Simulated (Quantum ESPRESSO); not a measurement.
The system is HfIn4SiO6.

```
Hf In Si O
1.0
     5.27743    0.00000    0.00000
    -2.63872    4.57039    0.00000
     0.00000    0.00000   10.55905
Hf In Si O
1 4 1 6
Direct
  0.66667 0.33333 0.00000
  0.00000 0.00000 0.30446
  0.00000 0.00000 0.69554
  0.33333 0.66667 0.78919
  0.33333 0.66667 0.21081
  0.00000 0.00000 0.00000
  0.97300 0.70496 0.89972
  0.29504 0.02700 0.10028
  0.29504 0.26804 0.89972
  0.73196 0.70496 0.10028
  0.73196 0.02700 0.89972
  0.97300 0.26804 0.10028
```

The cell was built by a generator and needn't be a form met in nature.

Base run:

* Program: Quantum ESPRESSO 7.5
* Functional: LDA
* Potentials or basis: SG15 PBE 1.2
* Cutoff: 1197 eV
* Density cutoff: 4789 eV
* k mesh: 4 × 4 × 2
* Occupations: fermi-dirac, width 0.05 eV
* Spin: no spin polarisation

Its results: band gap on the k mesh 0.32 eV, indirect (least direct gap 1.58 eV); pressure -4.8 GPa; largest force 0.490 eV/Å.

Task: The run is repeated on the same cell with these changes: functional from LDA to PBE. What comes out?

Result: Band gap on the k mesh 0.34 eV, indirect (least direct gap 1.69 eV); pressure 0.2 GPa; largest force 0.049 eV/Å.

PBE binds less tightly than LDA, so the same cell stands under more pressure.

Caveats: spin-orbit coupling is left out, which moves the levels of the heavy elements; the mesh misses the band edges, which the band path finds closer together; the potentials were made for another functional, which shifts forces and pressure (some runs).
